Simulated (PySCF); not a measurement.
# B3H4NO3: the cost of one run

Computed with PySCF 2.14.0, with density-fitted response routines of our own, on a single molecule in the gas phase. Atoms are numbered from 0 throughout.

## (1) The starting structure

11 atoms, charge 0, multiplicity 1; geometry from: GFN2-xTB. The atoms were then displaced at random by about 0.01 Å, so the start is not that level's minimum.

Bonds of the start (Å): N0–B1 1.43, B1–O2 1.40, O2–B3 1.30, B3–O4 1.36, O4–B5 1.37, B5–O6 1.37, O6–B1 1.38, N0–H7 1.01, N0–H8 0.96, B3–H9 1.19, B5–H10 1.17.

## (2) Geometry optimisation at PBE0-D3(BJ)/def2-SVP

The job: settings as JSON, then the geometry in Å.

```
{"job": {"xc": "PBE0", "basis": "def2-SVP", "d3": "d3bj", "grid": 1, "shake": 0.01, "kind": "geom"}, "charge": 0, "multiplicity": 1}
N      2.021910    -0.781220     0.004200
B      0.693470    -0.267640     0.076070
O     -0.364400    -0.959100    -0.514880
B     -1.568370    -0.468440    -0.425250
O     -1.853270     0.691560     0.224570
B     -0.829090     1.392580     0.809920
O      0.450280     0.919930     0.741900
H      2.800940    -0.274630     0.400870
H      2.225740    -1.606300    -0.451820
H     -2.486280    -1.061980    -0.908100
H     -1.052820     2.389400     1.381640
```

Command:

```console
$ OMP_NUM_THREADS=1 python probes_run.py task.json out
```

The driver reads the jobs from task.json and runs them one after another.

Q: Estimate the wall time and peak memory of this first job on 1 thread of Arm Neoverse V2, shared host.

About 42 s, with a peak of 0.51 GiB.
